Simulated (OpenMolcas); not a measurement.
**Mn³⁺ among point charges: CASSCF and CASPT2 levels and susceptibility**

Aim: the splitting of the states of Mn³⁺ in the field of 4 point charges, its lowest levels with spin-orbit coupling and its magnetic susceptibility.

Program: OpenMolcas 26.06. Level of theory: state-averaged CASSCF and CASPT2, spin-orbit coupling by RASSI with atomic mean-field integrals. These are calculated values, not measurements, unless marked.

### Step 1. The system

* Species: Mn³⁺ (manganese, Z = 25, 22 electrons)
* Basis: ANO-RCC-VDZP [5s4p2d1f], 34 functions
* Scalar Hamiltonian: DKH2, point nucleus
* Inactive shells: 1s 2s 2p 3s 3p
* Active space: 4 electrons in 5 orbitals (3d)
* Some configurations of this space: 3d4
* Orbitals: optimised for each spin and parity, averaged over all roots

The outer shells:

3d4
```
3d [↑ ][↑ ][↑ ][↑ ][  ]
```

The ion sits among 4 point charges of -1.25 e arranged as a tetrahedron (Td), 1.91 Å from the ion.

The work runs as a chain of OpenMolcas steps in one folder; each step below is one input file. Labels, J, g values, rates, χT and fits are worked out afterwards by a script from the matrices that RASSI stores.

### Step 2. Basis and integrals

Input file a.inp:

```
&GATEWAY
Coord
1

Mn 0.0 0.0 0.0
Basis=ANO-RCC-VDZP
Group=NoSym
NoMove
AngMom=0.0 0.0 0.0
AMFI
XField
4 Angstrom 0
1.102739 1.102739 1.102739 -1.250000
1.102739 -1.102739 -1.102739 -1.250000
-1.102739 1.102739 -1.102739 -1.250000
-1.102739 -1.102739 1.102739 -1.250000
&SEWARD
```

Launch:

```sh
> OMP_NUM_THREADS=1 MOLCAS_MEM=1689 MOLCAS_PROJECT=a pymolcas a.inp > a.log
```

### Step 3. Reference wave functions, quintets, 5 roots

Input file a.inp:

```
&RASSCF
FileOrb=start.orb
Symmetry=1
Spin=5
nActEl=4 0 0
Inactive=9
Ras2=5
CIRoot=5 5 1
SDav=5
CIMx=300
Iter=120 100
PrWF=0.3
OrbListing=Nothing
MaxOrb=0
>>> COPY $Project.JobIph JOB001
```

start.orb holds the contracted functions of the basis, ordered by shell, or the orbitals of the step before.

### Step 4. Reference wave functions, triplets, 45 roots

Input file a.inp:

```
&RASSCF
FileOrb=start.orb
Symmetry=1
Spin=3
nActEl=4 0 0
Inactive=9
Ras2=5
CIRoot=45 45 1
SDav=45
CIMx=300
Iter=120 100
PrWF=0.3
OrbListing=Nothing
MaxOrb=0
>>> COPY $Project.JobIph JOB002
```

### Step 5. Reference wave functions, singlets, 50 roots

Input file a.inp:

```
&RASSCF
FileOrb=start.orb
Symmetry=1
Spin=1
nActEl=4 0 0
Inactive=9
Ras2=5
CIRoot=50 50 1
SDav=50
CIMx=300
Iter=120 100
PrWF=0.3
OrbListing=Nothing
MaxOrb=0
>>> COPY $Project.JobIph JOB003
```

### Step 6. State interaction with spin-orbit coupling

Input file a.inp:

```
&RASSI
NrOfJobIphs=3 5 45 50
1 2 3 4 5
1 2 3 4 5 6 7 8 9 10 11 12 13 14 15 16 17 18 19 20 21 22 23 24 25 26 27
28 29 30 31 32 33 34 35 36 37 38 39 40 41 42 43 44 45
1 2 3 4 5 6 7 8 9 10 11 12 13 14 15 16 17 18 19 20 21 22 23 24 25 26 27
28 29 30 31 32 33 34 35 36 37 38 39 40 41 42 43 44 45 46 47 48 49 50
IphNames
JOB001
JOB002
JOB003
EJob
SpinOrbit
DIPRint=1.0
SOCoupling=1000.0
Subsets=2
Property=9
'ANGMOM' 1 'ANGMOM' 2 'ANGMOM' 3 'MLTPL  1' 1 'MLTPL  1' 2 'MLTPL  1' 3
'AMFI' 1 'AMFI' 2 'AMFI' 3
SOProperty=3
'ANGMOM' 1 'ANGMOM' 2 'ANGMOM' 3
```

### Step 7. CASPT2: IPEA 0.25, imaginary shift 0.1 (closed shells correlated: 3s 3p)

Input file a.inp:

```
>>> COPY JOB001 $Project.JobIph
&CASPT2
Multistate=5 1 2 3 4 5
NoMult
Frozen=5
IPEA=0.25
Imaginary=0.1
MaxIter=60
WThr=0.0 0.3 0.05
PrWF=0.5
NoMix
>>> COPY JOB002 $Project.JobIph
&CASPT2
Multistate=45 1 2 3 4 5 6 7 8 9 10 11 12 13 14 15 16 17 18 19 20 21 22
23 24 25 26 27 28 29 30 31 32 33 34 35 36 37 38 39 40 41 42 43 44 45
NoMult
Frozen=5
IPEA=0.25
Imaginary=0.1
MaxIter=60
WThr=0.0 0.3 0.05
PrWF=0.5
NoMix
>>> COPY JOB003 $Project.JobIph
&CASPT2
Multistate=50 1 2 3 4 5 6 7 8 9 10 11 12 13 14 15 16 17 18 19 20 21 22
23 24 25 26 27 28 29 30 31 32 33 34 35 36 37 38 39 40 41 42 43 44 45 46
47 48 49 50
NoMult
Frozen=5
IPEA=0.25
Imaginary=0.1
MaxIter=60
WThr=0.0 0.3 0.05
PrWF=0.5
NoMix
```

(Steps that only read results are left out.)

**Question.** What will these runs give? Wanted: spin-free ground state; first state of the same spin within the active space; lowest level; next level.

The runs gave:

```
                                            quantity                                                                        value
                                              method  SS-CASPT2, IPEA 0.25, imaginary shift 0.1 (closed shells correlated: 3s 3p)
                              spin-free ground state                                              5T2, 3-fold in its orbital part
first state of the same spin within the active space                                                              5E at 1470 cm⁻¹
                                        lowest level                                                                    1-fold A1
                                          next level                                                                    62.8 cm⁻¹
                                         χT at 300 K                                                               2.10 cm³ K/mol
                           effective moment at 300 K                                                                      4.10 μB
```

Cost by method:

| method | time of its own steps | time with the reference |
| --- | --- | --- |
| A. CASSCF | 24 s | 24 s |
| B. SS-CASPT2, IPEA 0.25, imaginary shift 0.1, +3s 3p | 6.6 s | 31 s |

Times are of one thread on a shared host.

What this shows: The spin-free ground state (5T2) comes to 100 % from free-ion D terms and keeps the highest spin of the shell. χT at 300 K is 2.10, against 3.01 cm³ K/mol for the spin alone, so spin-orbit coupling lowers it. An active space of the d shell alone favours high spin; real ions in strong fields can be low spin. CASPT2 does not keep the components of a term degenerate, and the means are used. The field of point charges can differ much from that of real complexes. Point charges carry no covalency, so the field is a model and not that of real ligands.
